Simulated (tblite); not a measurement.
# C5H7BrF2Si: the cost of one run

Programs: tblite 0.8.0 and PySCF 2.14.0, with density-fitted response routines of our own. Each step states its level of theory. These are calculated values for one molecule in the gas phase, unless marked as measured. Atoms are numbered from 0 throughout.

## Step 1: Starting geometry

16 atoms, charge 0, multiplicity 1; geometry from: force field or distance geometry start.

Bonds of the start (Å): F0–C1 1.40, C1–C2 1.53, C2–Br3 1.95, C2–Si4 1.85, Si4–C5 1.85, C5–C6 1.34, C6–F7 1.36, C6–C8 1.49, C8–C5 1.49, C1–H9 1.13, C1–H10 1.10, C2–H11 1.12, Si4–H12 1.46, Si4–H13 1.46, C8–H14 1.10, C8–H15 1.11.

## Step 2: Relaxing the molecule with GFN2-xTB

What the job is given:

```
{"job": {"kind": "relax", "xc": "GFN2-xTB", "basis": "xTB"}, "charge": 0, "multiplicity": 1}
F     -3.174900    -1.157600     0.293800
C     -2.782600     0.137300    -0.055000
C     -1.422200     0.445900     0.581900
Br    -0.851900     2.244400     0.107800
Si    -0.155900    -0.836600     0.152000
C      1.570000    -0.187100     0.338000
C      2.405700     0.839200     0.521500
F      2.603200     2.170500     0.711400
C      3.026500    -0.514700     0.395400
H     -3.495400     0.889200     0.395400
H     -2.673100     0.257400    -1.139800
H     -1.522200     0.453300     1.698900
H     -0.304800    -1.128300    -1.273100
H     -0.239000    -2.028800     0.995800
H      3.463600    -0.840700     1.355000
H      3.545500    -0.734300    -0.555400
```

Started as:

```
$ OMP_NUM_THREADS=1 python probes_run.py task.json out
```

One launch serves the whole session: the jobs run in the order shown.

Q: Estimate the wall time and peak memory of this first job on 1 thread of Arm Neoverse N1, shared host.

About 2.3 s, with a peak of 0.18 GiB.
